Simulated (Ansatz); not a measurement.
# C2H8BGaOSi: ionisation energy by level of theory

Aim: the vertical ionisation energy of C2H8BGaOSi, as cation minus neutral at the neutral's geometry, on several levels, and how well −ε(HOMO) stands in for it.

The runs use Ansatz 0.2.0, Gaussian basis; unrestricted cation, the program's frozen cores in correlated methods.

Plan: UKS PBE-D4/def2-TZVPP; UKS r2SCAN-D4/def2-TZVPP; UKS PBE0-D4/def2-TZVPP; UKS B3LYP-D4/def2-TZVPP; UKS wB97X-V/def2-TZVPP; UKS wB97M-V/def2-TZVPP; UKS B2PLYP/def2-TZVPP; UHF-CCSD(T)/def2-TZVPP; UHF-MP2/def2-QZVPP; extrapolation to the limit; then −ε(HOMO) from the neutral's earlier runs with LDA (SPW92), PBE-D4, revPBE-D4, BLYP-D4, r2SCAN-D4, B97M-V, PBE0-D4, B3LYP-D4, r2SCANh-D4, r2SCAN0-D4, HSE06-D4, BHLYP-D4, CAM-B3LYP-D4, LC-ωPBE, ωB97X-V, ωB97M-V.

## 1. The relaxed structure

The geometry comes from an earlier relaxation with PBE0-D4/def2-TZVP; it is a stationary point, not always the lowest conformer.

SMILES `B/C=C\O[SiH2][GaH2]`, 14 atoms, charge 0, spin multiplicity 1.

Atoms are counted from 1 here; the program's logs count them from 0.

Bond lengths: B1–C2 1.520 Å, B1–H7 1.198 Å, B1–H8 1.196 Å, C2–C3 1.348 Å, C2–H9 1.087 Å, C3–O4 1.331 Å, C3–H10 1.094 Å, O4–Si5 1.675 Å, Si5–Ga6 2.424 Å, Si5–H11 1.491 Å, Si5–H12 1.485 Å, Ga6–H13 1.571 Å, Ga6–H14 1.571 Å. Angles: C2–B1–H7 120.1°, C2–B1–H8 120.9°, H7–B1–H8 119.0°, B1–C2–C3 124.7°, B1–C2–H9 121.6°, C3–C2–H9 113.7°, C2–C3–O4 124.2°, C2–C3–H10 121.1°, O4–C3–H10 114.7°, C3–O4–Si5 127.2°, O4–Si5–Ga6 114.3°, O4–Si5–H11 108.1°, O4–Si5–H12 104.4°, Ga6–Si5–H11 110.3°, Ga6–Si5–H12 111.6°, H11–Si5–H12 107.8°, Si5–Ga6–H13 118.1°, Si5–Ga6–H14 123.0° and more.

## 2. Cation, UKS PBE-D4/def2-TZVPP

Input file in.yaml:

```yaml
crystal:
  periodic: [false, false, false]
  atoms:
    - {symbol: B, position_ang: [-2.918347, 0.856696, -0.506298]}
    - {symbol: C, position_ang: [-1.763649, 1.117993, 0.446487]}
    - {symbol: C, position_ang: [-0.568342, 0.497992, 0.392301]}
    - {symbol: O, position_ang: [-0.239158, -0.412269, -0.520685]}
    - {symbol: Si, position_ang: [1.128774, -1.379218, -0.538870]}
    - {symbol: Ga, position_ang: [3.092495, -0.346518, 0.436358]}
    - {symbol: H, position_ang: [-3.945985, 1.460124, -0.384449]}
    - {symbol: H, position_ang: [-2.820215, 0.050040, -1.383891]}
    - {symbol: H, position_ang: [-1.842928, 1.844071, 1.251035]}
    - {symbol: H, position_ang: [0.221842, 0.729799, 1.112518]}
    - {symbol: H, position_ang: [0.806044, -2.650342, 0.170718]}
    - {symbol: H, position_ang: [1.334852, -1.700689, -1.973868]}
    - {symbol: H, position_ang: [4.459164, -1.113913, 0.336552]}
    - {symbol: H, position_ang: [3.055454, 1.046234, 1.162072]}
basis:
  gaussian: {orbitals: def2-TZVPP}
total_charge: 1
magnetization: {spin_polarized: true, initial_magnetization: 1}
hamiltonian: {xc: pbe, dispersion: d4}
```

Run with:

```bash
$ ansatz run in.yaml --threads 2 --pin off --events-out ev --progress --plain --max-ram 22528MiB --backend cuda --devices 0, --max-vram 18GiB
```

After this run come: Cation, UKS r2SCAN-D4/def2-TZVPP; Cation, UKS PBE0-D4/def2-TZVPP; Cation, UKS B3LYP-D4/def2-TZVPP; Cation, UKS wB97X-V/def2-TZVPP; Cation, UKS wB97M-V/def2-TZVPP; Cation, UKS B2PLYP (frozen core)/def2-TZVPP; Cation, UHF-CCSD(T)/def2-TZVPP; Cation, UHF-MP2/def2-QZVPP.

Q: Predict the results of all the runs planned. Wanted: ionisation energy, CCSD(T)/CBS; nearest functional by difference; nearest −ε(HOMO); −ε(HOMO) of PBE; T1 of the cation.

**Answer**, as computed:

| quantity | value |
| --- | --- |
| ionisation energy, CCSD(T)/CBS | 9.42 eV |
| nearest functional by difference | ωB97M-V (-0.20 eV) |
| nearest −ε(HOMO) | ωB97M-V (+0.01 eV) |
| −ε(HOMO) of PBE | 6.25 eV |
| T1 of the cation | 0.025 |

What this shows: Energy differences with functionals land within 0.61 eV of the reference. −ε(HOMO) of PBE misses by 3.2 eV, since self-interaction lifts the level. Among orbital estimates ωB97M-V comes nearest. Hartree-Fock falls 1.39 eV short, as the neutral has more correlation energy than the cation. Correlated methods include outer-core shells of Ga, which these sets cover unevenly. With outer-core shells in play the last digit of the reference is unsure.
